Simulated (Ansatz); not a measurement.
# K+ with AsH₃: interaction against distance, part 3 of 3

Ansatz 0.2.0, Gaussian basis.

**12. B moved by +1.72 Å, wB97M-V/def2-TZVPPD**

ab/in.yaml

```yaml
crystal:
  periodic: [false, false, false]
  atoms:
    - {symbol: K, position_ang: [0.068302, 0.032271, -3.210862]}
    - {symbol: As, position_ang: [-0.040903, -0.019784, 1.932866]}
    - {symbol: H, position_ang: [1.180085, -0.398643, 2.735283]}
    - {symbol: H, position_ang: [-0.355204, 1.230627, 2.717691]}
    - {symbol: H, position_ang: [-0.998026, -0.913543, 2.683424]}
basis:
  gaussian: {orbitals: "def2-TZVPPD.json"}
total_charge: 1
hamiltonian: {xc: {name: wB97M-V}}
```

a/in.yaml

```yaml
crystal:
  periodic: [false, false, false]
  atoms:
    - {symbol: K, position_ang: [0.068302, 0.032271, -3.210862]}
basis:
  gaussian:
    orbitals: "def2-TZVPPD.json"
    ghost_atoms:
      - {symbol: As, position_ang: [-0.040903, -0.019784, 1.932866]}
      - {symbol: H, position_ang: [1.180085, -0.398643, 2.735283]}
      - {symbol: H, position_ang: [-0.355204, 1.230627, 2.717691]}
      - {symbol: H, position_ang: [-0.998026, -0.913543, 2.683424]}
total_charge: 1
hamiltonian: {xc: {name: wB97M-V}}
```

b/in.yaml

```yaml
crystal:
  periodic: [false, false, false]
  atoms:
    - {symbol: As, position_ang: [-0.040903, -0.019784, 1.932866]}
    - {symbol: H, position_ang: [1.180085, -0.398643, 2.735283]}
    - {symbol: H, position_ang: [-0.355204, 1.230627, 2.717691]}
    - {symbol: H, position_ang: [-0.998026, -0.913543, 2.683424]}
basis:
  gaussian:
    orbitals: "def2-TZVPPD.json"
    ghost_atoms:
      - {symbol: K, position_ang: [0.068302, 0.032271, -3.210862]}
hamiltonian: {xc: {name: wB97M-V}}
```

The same command starts each run, in its folder.

On the command line:

```sh
$ ansatz run in.yaml --threads 2 --pin off --events-out ev --progress --plain --max-ram 5222MiB
```

Output in ab, cut to the lines that bear on the results:

```text
Functional definition: wB97M-V
  name "wB97M-V"
  cite "Mardirossian & Head-Gordon, J. Chem. Phys. 144, 214110 (2016) doi:10.1063/1.4952647"
  cite "Becke, J. Chem. Phys. 107, 8554 (1997) doi:10.1063/1.475007"
  cite "Vydrov & Van Voorhis, J. Chem. Phys. 133, 244103 (2010) doi:10.1063/1.3521275"
  # Of w^i u^j: cxij and so on, Table III.
[...]
  gx(w, u) = 1 - cx + cx01*u + cx10*w
[...]
      + integral(e_c_pw_mod_opposite_spin*gos(b97_w_opposite, b97_u_opposite)) + vv10(b, c)
942 factors; their error is unknown
272 factors; integrals over basis functions are off by at most 9.5e-5 eV
[...]
mean field -77205.55306850 eV, -2837.2517434639 hartree, gradient 1.6e-5 eV, S^2 0.000000; 0 other end points of the search recorded, 0 dependent functions left out
reference -77205.55313859 eV, -2837.2517460395 hartree; 27, 27 occupied and 114, 114 virtual orbitals, 942 factors
Total energy: -77205.55313859 eV, -2837.2517460395 hartree
```

a printed, cut to the lines that bear on the results:

```text
[... 5 set-up lines as earlier in the session ...]
  # Of w^i u^j: cxij and so on, Table III.
[...]
  gx(w, u) = 1 - cx + cx01*u + cx10*w
[...]
      + integral(e_c_pw_mod_opposite_spin*gos(b97_w_opposite, b97_u_opposite)) + vv10(b, c)
902 factors; their error is unknown
256 factors; integrals over basis functions are off by at most 8.9e-5 eV
[...]
mean field -16319.33156756 eV, -599.7243734677 hartree, gradient 1.2e-5 eV, S^2 0.000000; 0 other end points of the search recorded, 0 dependent functions left out
reference -16319.33160250 eV, -599.7243747516 hartree; 9, 9 occupied and 132, 132 virtual orbitals, 902 factors
Total energy: -16319.33160250 eV, -599.7243747516 hartree
```

b printed, cut to the lines that bear on the results:

```text
[... 5 set-up lines as earlier in the session ...]
  # Of w^i u^j: cxij and so on, Table III.
[...]
  gx(w, u) = 1 - cx + cx01*u + cx10*w
[...]
      + integral(e_c_pw_mod_opposite_spin*gos(b97_w_opposite, b97_u_opposite)) + vv10(b, c)
853 factors; their error is unknown
227 factors; integrals over basis functions are off by at most 6.0e-5 eV
[...]
mean field -60886.05124195 eV, -2237.5211130937 hartree, gradient 3.8e-5 eV, S^2 0.000000; 0 other end points of the search recorded, 0 dependent functions left out
reference -60886.05130284 eV, -2237.5211153314 hartree; 18, 18 occupied and 123, 123 virtual orbitals, 853 factors
Total energy: -60886.05130284 eV, -2237.5211153314 hartree
```

Times: 15 s (ab), 7.5 s (a), 12 s (b) on 2 threads of Arm Neoverse N1, shared host; peak memory 0.4 GiB.

Interaction: -3.93 kcal/mol.

**13. B moved by +1.72 Å, CCSD(T)/def2-TZVPPD**

Each input of step 12 (ab, a, b) changes in the same lines:

```diff
-hamiltonian: {xc: {name: wB97M-V}}
+correlation: {method: ccsd_t}
```

The same command starts each run, in its folder.

On the command line:

```sh
$ ansatz run in.yaml --threads 2 --pin off --events-out ev --progress --plain --max-ram 5222MiB
```

ab printed, cut to the lines that bear on the results:

```text
[... 4 set-up lines as earlier in the session ...]
[...]
939 factors; integrals over basis functions are off by at most 5.3e-4 eV
[...]
mean field -77142.78259667 eV, -2834.9449711717 hartree, gradient 1.5e-6 eV, S^2 0.000000; 0 other end points of the search recorded, 0 dependent functions left out
14 core orbitals not correlated: weight in the atoms' cores, before any rotation towards them, 1.000 or more for the frozen orbitals, at most 0.000 for the correlated occupied ones
reference -77142.78259667 eV, -2834.9449711717 hartree; 13, 13 occupied and 114, 114 virtual orbitals, 939 factors
second order -11.93834166 eV of doubles, -0.00000000 eV of singles
cycle   1  -12.38115881 eV  change   -4.4e-1 eV  update   7.0e-2
[...]
cycle   9  -12.72998178 eV  change   -2.5e-6 eV  update   1.0e-5
perturbative correction -0.30932593 eV, -0.0113675181 hartree
Total energy: -77155.82190438 eV, -2835.4241568917 hartree
```

a printed, cut to the lines that bear on the results:

```text
[... 4 set-up lines as earlier in the session ...]
[...]
909 factors; integrals over basis functions are off by at most 5.2e-4 eV
[...]
mean field -16299.78499977 eV, -599.0060503506 hartree, gradient 2.2e-6 eV, S^2 0.000000; 0 other end points of the search recorded, 0 dependent functions left out
5 core orbitals not correlated: weight in the atoms' cores, before any rotation towards them, 1.000 or more for the frozen orbitals, at most 0.000 for the correlated occupied ones
reference -16299.78499977 eV, -599.0060503506 hartree; 4, 4 occupied and 132, 132 virtual orbitals, 909 factors
second order -4.10469262 eV of doubles, -0.00000000 eV of singles
cycle   1  -4.37859455 eV  change   -2.7e-1 eV  update   1.9e-2
[...]
cycle   6  -4.41943876 eV  change   -2.2e-6 eV  update   3.4e-6
perturbative correction -0.04599122 eV, -0.0016901463 hartree
Total energy: -16304.25042976 eV, -599.1701518758 hartree
```

Output in b, cut to the lines that bear on the results:

```text
[... 4 set-up lines as earlier in the session ...]
[...]
801 factors; integrals over basis functions are off by at most 1.2e-3 eV
[...]
mean field -60842.81584557 eV, -2235.9322415829 hartree, gradient 2.0e-6 eV, S^2 0.000000; 0 other end points of the search recorded, 0 dependent functions left out
9 core orbitals not correlated: weight in the atoms' cores, before any rotation towards them, 1.000 or more for the frozen orbitals, at most 0.000 for the correlated occupied ones
reference -60842.81584557 eV, -2235.9322415829 hartree; 9, 9 occupied and 123, 123 virtual orbitals, 801 factors
second order -7.84324898 eV of doubles, -0.00000000 eV of singles
cycle   1  -8.01488039 eV  change   -1.7e-1 eV  update   6.7e-2
[...]
cycle   8  -8.32250201 eV  change   -1.7e-5 eV  update   2.1e-5
perturbative correction -0.26405954 eV, -0.0097040092 hartree
Total energy: -60851.40240713 eV, -2236.2477918999 hartree
```

Wall times: 30 s (ab), 6 s (a), 15 s (b) on 2 threads of Arm Neoverse N1, shared host; peak memory 0.8 GiB.

ab − a − b = -3.90 kcal/mol.

**14. B moved by +3.43 Å, wB97M-V/def2-TZVPPD**

ab/in.yaml

```yaml
crystal:
  periodic: [false, false, false]
  atoms:
    - {symbol: K, position_ang: [0.068302, 0.032271, -3.210862]}
    - {symbol: As, position_ang: [-0.077364, -0.037027, 3.647442]}
    - {symbol: H, position_ang: [1.143623, -0.415886, 4.449859]}
    - {symbol: H, position_ang: [-0.391666, 1.213384, 4.432267]}
    - {symbol: H, position_ang: [-1.034487, -0.930786, 4.398000]}
basis:
  gaussian: {orbitals: "def2-TZVPPD.json"}
total_charge: 1
hamiltonian: {xc: {name: wB97M-V}}
```

a/in.yaml

```yaml
crystal:
  periodic: [false, false, false]
  atoms:
    - {symbol: K, position_ang: [0.068302, 0.032271, -3.210862]}
basis:
  gaussian:
    orbitals: "def2-TZVPPD.json"
    ghost_atoms:
      - {symbol: As, position_ang: [-0.077364, -0.037027, 3.647442]}
      - {symbol: H, position_ang: [1.143623, -0.415886, 4.449859]}
      - {symbol: H, position_ang: [-0.391666, 1.213384, 4.432267]}
      - {symbol: H, position_ang: [-1.034487, -0.930786, 4.398000]}
total_charge: 1
hamiltonian: {xc: {name: wB97M-V}}
```

b/in.yaml

```yaml
crystal:
  periodic: [false, false, false]
  atoms:
    - {symbol: As, position_ang: [-0.077364, -0.037027, 3.647442]}
    - {symbol: H, position_ang: [1.143623, -0.415886, 4.449859]}
    - {symbol: H, position_ang: [-0.391666, 1.213384, 4.432267]}
    - {symbol: H, position_ang: [-1.034487, -0.930786, 4.398000]}
basis:
  gaussian:
    orbitals: "def2-TZVPPD.json"
    ghost_atoms:
      - {symbol: K, position_ang: [0.068302, 0.032271, -3.210862]}
hamiltonian: {xc: {name: wB97M-V}}
```

Each run has its own folder and the same command.

On the command line:

```sh
$ ansatz run in.yaml --threads 2 --pin off --events-out ev --progress --plain --max-ram 5222MiB
```

ab printed, cut to the lines that bear on the results:

```text
[... 5 set-up lines as earlier in the session ...]
  # Of w^i u^j: cxij and so on, Table III.
[...]
  gx(w, u) = 1 - cx + cx01*u + cx10*w
[...]
      + integral(e_c_pw_mod_opposite_spin*gos(b97_w_opposite, b97_u_opposite)) + vv10(b, c)
942 factors; their error is unknown
272 factors; integrals over basis functions are off by at most 1.2e-4 eV
[...]
mean field -77205.44718426 eV, -2837.2478522899 hartree, gradient 7.9e-5 eV, S^2 0.000000; 0 other end points of the search recorded, 0 dependent functions left out
reference -77205.44727083 eV, -2837.2478554712 hartree; 27, 27 occupied and 114, 114 virtual orbitals, 942 factors
Total energy: -77205.44727083 eV, -2837.2478554712 hartree
```

Log of a, cut to the lines that bear on the results:

```text
[... 5 set-up lines as earlier in the session ...]
  # Of w^i u^j: cxij and so on, Table III.
[...]
  gx(w, u) = 1 - cx + cx01*u + cx10*w
[...]
      + integral(e_c_pw_mod_opposite_spin*gos(b97_w_opposite, b97_u_opposite)) + vv10(b, c)
902 factors; their error is unknown
256 factors; integrals over basis functions are off by at most 1.2e-4 eV
[...]
mean field -16319.33111435 eV, -599.7243568125 hartree, gradient 7.5e-6 eV, S^2 0.000000; 0 other end points of the search recorded, 0 dependent functions left out
reference -16319.33114977 eV, -599.7243581140 hartree; 9, 9 occupied and 132, 132 virtual orbitals, 902 factors
Total energy: -16319.33114977 eV, -599.7243581140 hartree
```

Log of b, cut to the lines that bear on the results:

```text
[... 5 set-up lines as earlier in the session ...]
  # Of w^i u^j: cxij and so on, Table III.
[...]
  gx(w, u) = 1 - cx + cx01*u + cx10*w
[...]
      + integral(e_c_pw_mod_opposite_spin*gos(b97_w_opposite, b97_u_opposite)) + vv10(b, c)
853 factors; their error is unknown
227 factors; integrals over basis functions are off by at most 6.7e-5 eV
[...]
mean field -60886.04896441 eV, -2237.5210293956 hartree, gradient 3.8e-5 eV, S^2 0.000000; 0 other end points of the search recorded, 0 dependent functions left out
reference -60886.04902536 eV, -2237.5210316355 hartree; 18, 18 occupied and 123, 123 virtual orbitals, 853 factors
Total energy: -60886.04902536 eV, -2237.5210316355 hartree
```

Wall times: 13 s (ab), 7 s (a), 11 s (b) on 2 threads of Arm Neoverse N1, shared host; peak memory 0.39 GiB.

ab − a − b = -1.55 kcal/mol.

**15. B moved by +3.43 Å, CCSD(T)/def2-TZVPPD**

The same edit goes into each in.yaml of step 14 (ab, a, b):

```diff
-hamiltonian: {xc: {name: wB97M-V}}
+correlation: {method: ccsd_t}
```

The same command starts each run, in its folder.

On the command line:

```sh
$ ansatz run in.yaml --threads 2 --pin off --events-out ev --progress --plain --max-ram 5222MiB
```

Output in ab, cut to the lines that bear on the results:

```text
[... 4 set-up lines as earlier in the session ...]
[...]
939 factors; integrals over basis functions are off by at most 6.5e-4 eV
[...]
mean field -77142.67465759 eV, -2834.9410044835 hartree, gradient 1.1e-6 eV, S^2 0.000000; 0 other end points of the search recorded, 0 dependent functions left out
14 core orbitals not correlated: weight in the atoms' cores, before any rotation towards them, 1.000 or more for the frozen orbitals, at most 0.000 for the correlated occupied ones
reference -77142.67465759 eV, -2834.9410044835 hartree; 13, 13 occupied and 114, 114 virtual orbitals, 939 factors
second order -11.93882970 eV of doubles, -0.00000000 eV of singles
cycle   1  -12.38346305 eV  change   -4.4e-1 eV  update   7.0e-2
[...]
cycle   8  -12.73229553 eV  change   -2.0e-5 eV  update   3.2e-5
perturbative correction -0.30935795 eV, -0.0113686950 hartree
Total energy: -77155.71631107 eV, -2835.4202764089 hartree
```

Output in a, cut to the lines that bear on the results:

```text
[... 4 set-up lines as earlier in the session ...]
[...]
909 factors; integrals over basis functions are off by at most 6.2e-4 eV
[...]
mean field -16299.78480389 eV, -599.0060431519 hartree, gradient 2.2e-6 eV, S^2 0.000000; 0 other end points of the search recorded, 0 dependent functions left out
5 core orbitals not correlated: weight in the atoms' cores, before any rotation towards them, 1.000 or more for the frozen orbitals, at most 0.000 for the correlated occupied ones
reference -16299.78480389 eV, -599.0060431519 hartree; 4, 4 occupied and 132, 132 virtual orbitals, 909 factors
second order -4.10270509 eV of doubles, -0.00000000 eV of singles
cycle   1  -4.37654468 eV  change   -2.7e-1 eV  update   1.9e-2
[...]
cycle   6  -4.41734783 eV  change   -2.0e-6 eV  update   3.3e-6
perturbative correction -0.04594450 eV, -0.0016884292 hartree
Total energy: -16304.24809621 eV, -599.1700661196 hartree
```

Log of b, cut to the lines that bear on the results:

```text
[... 4 set-up lines as earlier in the session ...]
[...]
801 factors; integrals over basis functions are off by at most 1.4e-3 eV
[...]
mean field -60842.81425954 eV, -2235.9321832973 hartree, gradient 2.0e-6 eV, S^2 0.000000; 0 other end points of the search recorded, 0 dependent functions left out
9 core orbitals not correlated: weight in the atoms' cores, before any rotation towards them, 1.000 or more for the frozen orbitals, at most 0.000 for the correlated occupied ones
reference -60842.81425954 eV, -2235.9321832973 hartree; 9, 9 occupied and 123, 123 virtual orbitals, 801 factors
second order -7.84146746 eV of doubles, -0.00000000 eV of singles
cycle   1  -8.01340081 eV  change   -1.7e-1 eV  update   6.7e-2
[...]
cycle   8  -8.32102202 eV  change   -1.7e-5 eV  update   1.9e-5
perturbative correction -0.26389784 eV, -0.0096980667 hartree
Total energy: -60851.39917939 eV, -2236.2476732829 hartree
```

They took 29 s (ab), 6 s (a), 15 s (b) on 2 threads of Arm Neoverse N1, shared host; peak memory 0.8 GiB.

This point gives -1.59 kcal/mol.

**16. The curves**

```tsv
shift (Å)	K1–As2 (Å)	PBE-D4	r2SCAN-D4	PBE0-D4	B3LYP-D4	wB97M-V	Hartree-Fock	MP2	CCSD	CCSD(T)
-0.34	3.09	-8.96	-7.94	-8.97	-8.12	-8.15	-5.43	-7.52	-6.96	-7.11
-0.17	3.26	-10.49	-9.61	-10.53	-9.85	-9.79	-8.01	-9.35	-8.93	-9.02
0.00	3.43	-10.89	-10.07	-10.91	-10.39	-10.22	-9.08	-9.89	-9.57	-9.63
0.17	3.60	-10.69	-9.88	-10.69	-10.35	-9.97	-9.28	-9.72	-9.47	-9.50
0.41	3.84	-10.30	-9.14	-10.23	-10.41	-9.07	-8.77	-8.88	-8.70	-8.71
0.86	4.29	-8.57	-7.26	-8.49	-9.09	-6.97	-7.05	-6.88	-6.77	-6.76
1.72	5.15	-4.78	-4.25	-4.84	-5.03	-3.93	-4.19	-3.97	-3.92	-3.90
3.43	6.86	-1.67	-1.73	-1.77	-1.67	-1.55	-1.74	-1.62	-1.60	-1.59
```

Energies in kcal/mol.

What each level costs and misses (shared host):

```tsv
method	RMS deviation from CCSD(T) (kcal/mol)	mean time a point
PBE-D4	1.38	6.1 s
r2SCAN-D4	0.49	13 s
PBE0-D4	1.37	8.1 s
B3LYP-D4	1.26	9.7 s
wB97M-V	0.55	36 s
Hartree-Fock	0.74	part of the CCSD(T) run
MP2	0.24	part of the CCSD(T) run
CCSD	0.07	part of the CCSD(T) run
CCSD(T)	0	50 s
```

The best functional, r2SCAN-D4, misses by 0.49 kcal/mol and takes 13 s a point, against 50 s for CCSD(T).

**17. Summary of results**

What follows sums up all 3 parts.

```
                  quantity                                                                                                                    value
    deepest point, CCSD(T)                                                                                                -9.63 kcal/mol at +0.00 Å
   at the longest distance                                                                                                -1.59 kcal/mol at +3.43 Å
           at the shortest                                                                                                -7.11 kcal/mol at -0.34 Å
RMS deviation from CCSD(T)  PBE-D4 1.38, r2SCAN-D4 0.49, PBE0-D4 1.37, B3LYP-D4 1.26, wB97M-V 0.55, Hartree-Fock 0.74, MP2 0.24, CCSD 0.07 kcal/mol
```

In words: Of the points run, CCSD(T) in this basis is lowest at the PBE0-D4 geometry. At +3.43 Å, 17 % of the binding is left. CCSD follows best and PBE-D4 worst.
